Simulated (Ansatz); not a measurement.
Write a Python script for Ansatz 0.2.0 through its Python package that makes a comparison of functionals at one structure of LaCu2, space group P6/mmm. Settings (first run): LDA, PAW, cutoff 653 eV, 7×7×7 k-points, Fermi-Dirac smearing of 0.05 eV. The script varies functional: lda, blyp, r2scan.

```
La Cu
1.0
     4.34500    0.00000    0.00000
    -2.17250    3.76288    0.00000
     0.00000    0.00000    3.81900
La Cu
1 2
Direct
  0.00000 0.00000 0.00000
  0.33333 0.66667 0.50000
  0.66667 0.33333 0.50000
```

Script `xc_lacu2.py`:
```python
# -*- coding: utf-8 -*-
import ansatz as az


def main():
    structure = (
        az.Lattice.from_parameters(4.345, 4.345, 3.819, alpha=90, beta=90, gamma=120)
        .space_group(191)
        .atom("La", (0.0, 0.0, 0.0))
        .atom("Cu", (1 / 3, 2 / 3, 0.5))
    )

    setup = (
        structure.calculation()
        .basis(24 * az.Ha)
        .kpoints(7, center="gamma")
        .occupations(az.OccupationsMethod.FERMI_DIRAC, width=0.05)
    )

    rows = []
    for value in ["lda", "blyp", "r2scan"]:
        data = setup.functional(value).run(threads=1, pin="off").report
        rows.append((value, data["free_energy_ev"] / len(data["lattice"]["sites"]), data["n_iterations"], data["n_kpoints"]))

    print("  functional   F/atom (eV)    iterations      k-points")
    for row in rows:
        print(f"{str(row[0]):>12s}  {row[1]:12.5f}  {row[2]:12d}  {row[3]:12d}")


if __name__ == "__main__":
    main()
```

Output of `python xc_lacu2.py`:
```text
  functional   F/atom (eV)    iterations      k-points
         lda   -6395.97956             8            32
        blyp   -6512.78450             8            32
      r2scan   -6509.24409            10            32
```

Caveats:
- BLYP can be off by several per cent in the lattices of metals, and by several GPa in the pressure at a fixed cell.
- The mesh is modest for a metal, so energies can be off by several to tens of meV an atom and pressures by half a GPa or more; differences at equal mesh fare better.
- The starting cell is as deposited in a crystallographic database; the results hold for this polymorph, which needn't be the stable one.
- Total energies of different functionals can't be compared; pressures, moments and gaps at this one structure can.
- It ran for 14 s on 1 thread of Intel(R) Xeon(R) Platinum 8488C (Sapphire Rapids), on a shared host, peak memory 0.67 GiB.

(A comment or docstring line of the script was reworded after the run, the code is as it ran; lines on the test bed's own set-up are left out of the output.)
